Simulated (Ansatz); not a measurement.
# AlGa₂H (triplet): wave-function methods side by side at distance Al2–H4 = 2.524 Å, cc-pVDZ

The task here is to estimate one member of a computed series from the others.

The runs use Ansatz 0.2.0, Gaussian basis; cc-pVDZ, core rule «outside noble gas», up to 33 orbitals frozen.

The runs, in order: UHF; CCSD(T) on ROHF; CCSD(T) on UHF; BCCD(T) on ROHF; CISD; CCSDT(Q) on ROHF; CCSDT(Q) on UHF; CASSCF and MRCISD+Q, 4 electrons in 4 orbitals; CASSCF and NEVPT2, 4 electrons in 4 orbitals.

35 further runs of the same task are left out: 4 for a mislabelled method, 3 for a known fault of the program, 20 that didn't finish, 8 set aside as unsound or not needed.

## The system

The geometry derives from a PBE0/def2-TZVP stationary point (not a proven minimum). One bond is set to the value named and the two fragments are kept rigid. No spin-orbit coupling is included. The filled d shell of Ga may be among the frozen orbitals whatever the setting's name suggests; the logs give the count.

4 atoms, charge 0, spin multiplicity 3.

Atoms are counted from 1 here; the program's logs count them from 0.

Bond lengths: Ga1–Al2 2.555 Å, Al2–Ga3 2.555 Å. Angles: Ga1–Al2–Ga3 72.4°.

The first run:

in.yaml

```yaml
crystal:
  periodic: [false, false, false]
  atoms:
    - {symbol: Ga, position_ang: [-0.007141, 0.333323, 1.508986]}
    - {symbol: Al, position_ang: [-0.025387, -1.728062, 0.000000]}
    - {symbol: Ga, position_ang: [-0.007141, 0.333323, -1.508986]}
    - {symbol: H, position_ang: [1.667488, 0.144036, 0.000000]}
basis:
  gaussian: {orbitals: cc-pVDZ}
magnetization: {spin_polarized: true, initial_magnetization: 2}
hamiltonian: {xc: hf}
output: {orbitals: {seedname: orbitals}}
```

Command:

```sh
ansatz run in.yaml --threads 1 --pin off --events-out ev --progress --plain --max-ram 2393MiB
```

Steps of the session up to this table: UHF; CCSD(T) on ROHF; CCSD(T) on UHF; BCCD(T) on ROHF; CISD; CCSDT(Q) on ROHF; CCSDT(Q) on UHF; CASSCF and MRCISD+Q, 4 electrons in 4 orbitals; CASSCF and NEVPT2, 4 electrons in 4 orbitals.

One of the session's tables, all rows but one given; the rest of the session is left out.

| method | from RCCSDT(Q) (meV) |
| --- | --- |
| ROHF | +5832.4 |
| UHF | +5576.6 |
| RMP2 | +1366.6 |
| UMP2 | +1456.7 |
| CISD | +961.3 |
| RCCSD | +394.2 |
| UCCSD | +377.1 |
| RCCSD(T) | +81.5 |
| UCCSD(T) | +80.2 |
| BCCD(T) | +80.6 |
| RCCSDT | +26.6 |
| UCCSDT | +19.4 |
| RCCSDT(Q) | 0 |
| UCCSDT(Q) | ? |
| CASSCF pair | +5301.3 |
| NEVPT2 pair | +1281.7 |
| MRCISD pair | +852.3 |
| MRCISD+Q pair | +129.7 |

Q: Estimate the row for UCCSDT(Q) from the others.

The run gave: from RCCSDT(Q) (meV): -7.6. In the column «from RCCSDT(Q) (meV)» it is the lowest.

To keep in mind: Restricted and unrestricted rows rest on different reference determinants; where their highest levels disagree by more than a few hundredths of an eV, they describe different states and don't form one ladder.
